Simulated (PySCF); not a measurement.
**GeFCl: structure of the triplet**

The task is one start of a wider search on GeFCl: the triplet, from a linear start. It is relaxed, tested by its Hessian and followed downhill if it is a saddle.

Computed with PySCF 2.14.0. Level: PBE0, basis Ge def2-TZVP, F def2-TZVP, Cl def2-TZVP, no relativity, density fitting.

## (1) The system as given

3 atoms, charge 0, spin multiplicity 3.

Bond lengths: Ge1–F2 1.850 Å, Ge1–Cl3 2.200 Å. Angles: F2–Ge1–Cl3 180.0°.

```xyz
3
charge 0 multiplicity 3
Ge    0.0000    0.0000    0.0000
F     0.0000    0.0000   -1.8500
Cl    0.0000    0.0000    2.2000
```

## (2) Finding the electronic state

The steps below are one call of a driver around PySCF. For each, scf.py gives the equivalent set-up of the SCF; relaxations use the driver's own optimiser. After this first run the driver tries any further starts and a stability analysis.

scf.py

```python
from pyscf import gto, scf, dft
mol = gto.M(atom='''
Ge     0.000000     0.000000     0.000000
F      0.000000     0.000000    -1.850000
Cl     0.000000     0.000000     2.200000''',
    basis={'Ge': 'def2-TZVP', 'F': 'def2-TZVP', 'Cl': 'def2-TZVP'},
    charge=0, spin=2)
mf = dft.UKS(mol, xc='PBE0')
mf.grids.atom_grid = (50, 194)
aux = {'Ge': 'def2-universal-JKFIT', 'F': 'def2-universal-JKFIT', 'Cl': 'def2-universal-JKFIT'}
mf = mf.density_fit(auxbasis=aux)
mf.conv_tol = 1e-08
mf.diis_space = 10
mf.max_cycle = 60
mf.init_guess = 'minao'
mf.verbose = 4
mf.kernel()
```

On the command line:

```sh
> OMP_NUM_THREADS=4 python axn.py task.json out
```

What it wrote:

```text
init E= -2635.99086374338
[... the frontier-level lines of each cycle are left out ...]
cycle= 1 E= -2636.42588391102  delta_E= -0.435  |g|= 0.648  |ddm|= 1.44
cycle= 2 E= -2635.81640323231  delta_E= 0.609  |g|=  1.5  |ddm|= 1.14
cycle= 3 E= -2636.52490622539  delta_E= -0.709  |g|= 0.267  |ddm|= 0.803
cycle= 4 E= -2636.54737341099  delta_E= -0.0225  |g|= 0.0672  |ddm|= 0.207
cycle= 5 E= -2636.54878902527  delta_E= -0.00142  |g|= 0.0232  |ddm|= 0.0618
cycle= 6 E= -2636.54900521101  delta_E= -0.000216  |g|= 0.0087  |ddm|= 0.0216
cycle= 7 E= -2636.54904920667  delta_E= -4.4e-05  |g|= 0.00163  |ddm|= 0.00983
cycle= 8 E= -2636.54905183725  delta_E= -2.63e-06  |g|= 0.000508  |ddm|= 0.00253
cycle= 9 E= -2636.54905207745  delta_E= -2.4e-07  |g|= 0.000271  |ddm|= 0.000861
cycle= 10 E= -2636.54905212588  delta_E= -4.84e-08  |g|= 0.000103  |ddm|= 0.000332
cycle= 11 E= -2636.54905213202  delta_E= -6.14e-09  |g|= 1.1e-05  |ddm|= 0.000135
Extra cycle  E= -2636.54905213204  delta_E= -1.82e-11  |g|= 1.37e-05  |ddm|= 2.37e-05
converged SCF energy = -2636.54905213204  <S^2> = 2.0071965  2S+1 = 3.0047939
```

This step, with its further starts and checks, needed 13 s of wall time on 4 threads of Arm Neoverse V2, shared host.

The starts that the driver tried:

```tsv
start	energy (Eh)
the minimal-basis guess	-2636.549052
a thermally smeared density	-2636.549052
a smeared PBE density	-2636.549052
```

The test of internal stability and the other starts found no lower solution of this spin.

## (3) Relaxation: linear start, triplet

The program finds C∞v symmetry in the start, which this walk keeps. Threshold on the gradient: 0.0003 Eh/bohr, with a further test on the energy change.

Changes to scf.py since step 2:

```diff
@@ -3,3 +3,3 @@
-Ge     0.000000     0.000000     0.000000
-F      0.000000     0.000000    -1.850000
-Cl     0.000000     0.000000     2.200000''',
+Ge     0.000000     0.000000    -0.326726
+F      0.000000     0.000000    -2.176726
+Cl     0.000000     0.000000     1.873274''',
@@ -15 +14,0 @@
-mf.init_guess = 'minao'
```

Energy and gradient, step by step:

```tsv
step	energy (Eh)	change (kJ/mol)	largest symmetric gradient (Eh/bohr)
0	-2636.549052	0.00	0.02833
1	-2636.550855	-4.73	0.00792
2	-2636.550989	-5.09	0.00171
3	-2636.551008	-5.14	0.00037
4	-2636.551009	-5.14	0.00001
```

The walk took 8.3 s.

Positions (Å) and forces (eV/Å) along the way:

```
step 0
Ge   0.000   0.000  -0.327   0.000   0.000  -1.457
F    0.000   0.000  -2.177   0.000   0.000   1.126
Cl   0.000   0.000   1.873   0.000   0.000   0.331
step 1
Ge   0.000   0.000  -0.355   0.000   0.000  -0.407
F    0.000   0.000  -2.142   0.000   0.000   0.173
Cl   0.000   0.000   1.866   0.000   0.000   0.235
step 2
Ge   0.000   0.000  -0.366   0.000   0.000   0.001
F    0.000   0.000  -2.138   0.000   0.000  -0.088
Cl   0.000   0.000   1.874   0.000   0.000   0.086
step 3
Ge   0.000   0.000  -0.367   0.000   0.000  -0.002
F    0.000   0.000  -2.142   0.000   0.000  -0.016
Cl   0.000   0.000   1.880   0.000   0.000   0.019
step 4
Ge   0.000   0.000  -0.368   0.000   0.000  -0.001
F    0.000   0.000  -2.144   0.000   0.000   0.000
Cl   0.000   0.000   1.881   0.000   0.000   0.001
```

End point (C∞v, 4 steps, 5.1 kJ/mol gained): Ge–Cl 2.249 Å, Ge–F 1.776 Å; Cl–Ge–F 180.0°.

## (4) Is it a minimum? Harmonic modes

On the finer grid the gradient is checked again; gradients at displacements of ±0.02 bohr then give force constants and infrared intensities.

Changes to scf.py since step 3:

```diff
@@ -3,3 +3,3 @@
-Ge     0.000000     0.000000    -0.326726
-F      0.000000     0.000000    -2.176726
-Cl     0.000000     0.000000     1.873274''',
+Ge     0.000000     0.000000    -0.351153
+F      0.000000    -0.000000    -2.127082
+Cl     0.000000    -0.000000     1.898081''',
@@ -9 +9 @@
-mf.grids.atom_grid = (50, 194)
+mf.grids.atom_grid = (75, 302)
@@ -12 +12 @@
-mf.conv_tol = 1e-08
+mf.conv_tol = 1e-10
```

This SCF starts from the last density.

SCF at the final geometry:

```text
init E= -2636.55095806632
[... the frontier-level lines of each cycle are left out ...]
cycle= 1 E= -2636.55095806632  delta_E= 2.73e-12  |g|= 4.43e-06  |ddm|= 6.19e-06
Extra cycle  E= -2636.55095806631  delta_E= 9.55e-12  |g|= 6.75e-06  |ddm|= 9.25e-06
converged SCF energy = -2636.55095806631  <S^2> = 2.0069614  2S+1 = 3.0046374
```

The whole step took 35 s.

Geometry: C∞v; Ge–Cl 2.249 Å, Ge–F 1.776 Å; Cl–Ge–F 180.0°.

Harmonic modes (main isotopes):

| ω (cm⁻¹) | IR (km/mol) | type |
| --- | --- | --- |
| 157i | 1.1 | bend |
| 180 | 9.3 | bend |
| 300 | 16.6 | stretch |
| 601 | 103 | stretch |

1 mode is imaginary, the largest at 157i cm⁻¹: a saddle point, not a minimum.

The SCF density has lower symmetry than the nuclear frame, so the modes carry no labels; pairs that should be degenerate can split.

Properties at this point:

```yaml
Dipole_moment: 0.46 D
Highest_occupied_level: -5.49 eV
Lowest_empty_level: -4.95 eV
Rotational_constants: 0.07626 cm⁻¹
Zero-point_energy_real_modes: 6.5 kJ/mol
Principal_polarisabilities: 32.5, 32.6, 68.0 bohr³
Atomisation_energy_without_zero-point_energy: 583 kJ/mol
Principal_traceless_quadrupole_moments_about_the_centre_of_mass: -6.45, 0.06, 6.39 D Å
Spin_squared_⟨S²⟩: 2.007
```

Charges (e) and bond orders:

```csv
atom,Mulliken,Löwdin,polar tensor,spin (Mulliken),Mayer order to Ge1
Ge1,0.54,0.12,0.82,1.41,–
F2,-0.34,-0.18,-0.52,0.17,0.92
Cl3,-0.21,0.06,-0.30,0.42,0.99
```

Outer orbital energies (eV). α occupied: -15.87, -13.20, -12.41, -12.27, -10.13, -10.07, -8.39, -5.49; empty: -3.49, 1.75, 4.31, 4.39. β occupied: -32.06, -22.84, -14.52, -12.07, -11.89, -11.84, -9.88, -9.67; empty: -4.95, -2.47, -1.62, 2.48.

Mulliken populations on Ge1: s 7.54, p 13.65, d 10.20, f 0.06.

## (5) Downhill along the imaginary mode

The start is the last point, displaced along its most imaginary mode.

The program finds Cs symmetry in the start, which this walk keeps.

Changes to scf.py since step 4:

```diff
@@ -3,3 +3,3 @@
-Ge     0.000000     0.000000    -0.351153
-F      0.000000    -0.000000    -2.127082
-Cl     0.000000    -0.000000     1.898081''',
+Ge    -0.026588    -0.048366    -0.351191
+F      0.057807     0.105158    -2.127120
+Cl     0.024798     0.045110     1.898042''',
@@ -9 +9 @@
-mf.grids.atom_grid = (75, 302)
+mf.grids.atom_grid = (50, 194)
@@ -12 +12 @@
-mf.conv_tol = 1e-10
+mf.conv_tol = 1e-08
```

Energy and gradient, step by step:

```tsv
step	energy (Eh)	change (kJ/mol)	largest symmetric gradient (Eh/bohr)
0	-2636.551910	0.00	0.00536
1	-2636.553619	-4.49	0.00847
2	-2636.556901	-13.10	0.01056
3	-2636.560935	-23.69	0.01675
4	-2636.566390	-38.02	0.03179
5	-2636.570674	-49.26	0.01298
6	-2636.572524	-54.12	0.00398
7	-2636.572591	-54.30	0.00158
8	-2636.572604	-54.33	0.00013
9	-2636.572604	-54.33	0.00002
```

The walk took 18 s.

End point (Cs, 9 steps, 54.3 kJ/mol gained): Ge–Cl 2.149 Å, Ge–F 1.742 Å; Cl–Ge–F 116.3°.

## (6) Frequencies

The same treatment as at the point before.

Changes to scf.py since step 5:

```diff
@@ -3,3 +3,3 @@
-Ge    -0.026588    -0.048366    -0.351191
-F      0.057807     0.105158    -2.127120
-Cl     0.024798     0.045110     1.898042''',
+Ge    -0.200804    -0.365285    -0.322127
+F      0.310531     0.564892    -1.703259
+Cl     0.255772     0.465279     1.606320''',
@@ -9 +9 @@
-mf.grids.atom_grid = (50, 194)
+mf.grids.atom_grid = (75, 302)
@@ -12 +12 @@
-mf.conv_tol = 1e-08
+mf.conv_tol = 1e-10
```

SCF at the final geometry:

```text
init E= -2636.57265419359
[... the frontier-level lines of each cycle are left out ...]
cycle= 1 E= -2636.57265419357  delta_E= 1.18e-11  |g|= 7.99e-06  |ddm|= 6.92e-06
Extra cycle  E= -2636.57265419353  delta_E= 4.09e-11  |g|= 1.47e-05  |ddm|= 1.16e-05
converged SCF energy = -2636.57265419353  <S^2> = 2.0040774  2S+1 = 3.002717
```

The whole step needed 35 s of wall time on 4 threads of Arm Neoverse V2, shared host.

Geometry: Cs; Ge–Cl 2.149 Å, Ge–F 1.742 Å; Cl–Ge–F 116.3°.

Modes, for the most abundant isotopes:

| symmetry | ω (cm⁻¹) | IR (km/mol) | μ (u) | type |
| --- | --- | --- | --- | --- |
| a' | 152 | 5.0 | 25.77 | bend |
| a' | 404 | 24.7 | 41.09 | stretch |
| a' | 681 | 81.9 | 22.57 | stretch |

No imaginary mode, so this is a minimum.

Constants and moments:

```
Dipole moment                                                   : 1.54 D
Highest occupied level                                          : -5.35 eV
Lowest empty level                                              : -5.55 eV
Rotational constants                                            : 0.6075, 0.1082, 0.09181 cm⁻¹
Zero-point energy                                               : 7.4 kJ/mol
Principal polarisabilities                                      : 33.4, 34.8, 57.0 bohr³
Atomisation energy without zero-point energy                    : 640 kJ/mol
Principal traceless quadrupole moments about the centre of mass : -3.81, -0.64, 4.45 D Å
Entropy at 298.15 K and 1 bar (electronic part: spin only)      : 299.9 J/(mol K)
Heat capacity Cp at 298.15 K                                    : 50.9 J/(mol K)
Enthalpy at 298.15 K above 0 K                                  : 12.71 kJ/mol
Rotational symmetry number                                      : 1
Spin squared ⟨S²⟩                                               : 2.004
```

Charges (e) and bond orders:

```
atom  Mulliken  Löwdin  polar tensor  spin (Mulliken)  Mayer order to Ge1
 Ge1      0.52    0.01          0.83             1.60                   –
  F2     -0.32   -0.15         -0.51             0.13                0.97
 Cl3     -0.20    0.14         -0.32             0.27                1.10
```

Mulliken populations on Ge1: s 7.38, p 13.82, d 10.22, f 0.06.

## (7) All stationary points

| spin | group | bonds | imaginary modes (cm⁻¹) | ΔE (kJ/mol) | with zero-point energy |
| --- | --- | --- | --- | --- | --- |
| triplet | Cs | Ge–Cl 2.149 Å, Ge–F 1.742 Å | none | 0.0 | 0.0 |
| triplet | C∞v (density of lower symmetry) | Ge–Cl 2.249 Å, Ge–F 1.776 Å | 157i | 57.0 | – |

## (8) Outcome

```
                                          quantity                                        value
                                           minimum                                  triplet, Cs
                                          geometry  Ge–Cl 2.149 Å, Ge–F 1.742 Å; Cl–Ge–F 116.3°
                                wavenumbers (cm⁻¹)                 152 (a'), 404 (a'), 681 (a')
                                     dipole moment                                       1.54 D
highest occupied, lowest empty level (either spin)                              -5.35, -5.55 eV
                        polar-tensor charge of Ge1                                      +0.83 e
                                 zero-point energy                                   7.4 kJ/mol
                               entropy at 298.15 K                              299.9 J/(mol K)
         atomisation energy (no zero-point energy)                                   640 kJ/mol
                                              ⟨S²⟩                                        2.004
```

**Reading.** From C∞v at the start the molecule goes to a Cs minimum, after a stop at a saddle point 57.0 kJ/mol higher, from which it was pushed off along an imaginary mode. An empty level of one spin lies below a filled level of the other, which hints that a lower spin is more stable. The strongest infrared band lies at 681 cm⁻¹ (a', stretch). Most of the spin sits on Ge1 (Mulliken spin 1.60, against 2 for the whole molecule). Other starts or spin states, not run here, may lie lower.

The search up to here took 1.8 min.
